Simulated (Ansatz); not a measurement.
# FH6N3Zr: the cost of one run

Method: RHF/def2-SVP, in Ansatz 0.2.0.

## Step 1: Starting point

Bond lengths: Zr1–F2 1.980 Å, Zr1–N3 2.210 Å, N3–H4 1.060 Å, N3–H5 1.060 Å, Zr1–N6 2.208 Å, N6–H7 1.060 Å, N6–H8 1.060 Å, Zr1–N9 2.208 Å, N9–H10 1.060 Å, N9–H11 1.060 Å. Angles (14 of 15 angles, heavy atoms first): F2–Zr1–N3 109.4°, F2–Zr1–N6 109.5°, F2–Zr1–N9 109.5°, N3–Zr1–N6 109.5°, N3–Zr1–N9 109.5°, N6–Zr1–N9 109.5°, Zr1–N3–H4 120.0°, Zr1–N3–H5 120.0°, Zr1–N6–H7 120.0°, Zr1–N6–H8 120.0°, Zr1–N9–H10 120.0°, Zr1–N9–H11 120.0°, H4–N3–H5 120.0°, H7–N6–H8 120.0°.

Coordinates:

```xyz
11

Zr    0.0000    0.0000    0.0000
F     0.0000    0.0000    1.9800
N     2.0840    0.0000   -0.7359
H     2.5823   -0.9180   -0.9166
H     2.5853    0.9180   -0.9082
N    -1.0409    1.8034   -0.7359
H    -2.0610    1.7482   -1.0186
H    -0.5204    2.7241   -0.8065
N    -1.0409   -1.8034   -0.7359
H    -1.5759   -2.4197   -0.0595
H    -1.0055   -2.0526   -1.7656
```

## Step 2: Preparing the start

Contents of input.yaml:

```yaml
crystal:
  periodic: [false, false, false]
  atoms:
    - { symbol: Zr, position_ang: [0.0, 0.0, 0.0] }
    - { symbol: F, position_ang: [0.0, 0.0, 1.98] }
    - { symbol: "N", position_ang: [2.084, 0.0, -0.7359] }
    - { symbol: H, position_ang: [2.5823, -0.918, -0.9166] }
    - { symbol: H, position_ang: [2.5853, 0.918, -0.9082] }
    - { symbol: "N", position_ang: [-1.0409, 1.8034, -0.7359] }
    - { symbol: H, position_ang: [-2.061, 1.7482, -1.0186] }
    - { symbol: H, position_ang: [-0.5204, 2.7241, -0.8065] }
    - { symbol: "N", position_ang: [-1.0409, -1.8034, -0.7359] }
    - { symbol: H, position_ang: [-1.5759, -2.4197, -0.0595] }
    - { symbol: H, position_ang: [-1.0055, -2.0526, -1.7656] }
basis:
  gaussian: { orbitals: def2-SVP }
hamiltonian:
  xc: hf
relax:
  f_tol: 0.02
  max_steps: 40
```

Launch:

```bash
$ ansatz run input.yaml --threads 2 --pin off --max-ram 3072MiB --backend cpu --events-out ev --progress --plain --runs-dir out
```

**Question.** How long does this run take on 2 threads of Arm Neoverse V2, shared host, and how much memory does it need?

About 22 s, with a peak of 0.24 GiB.
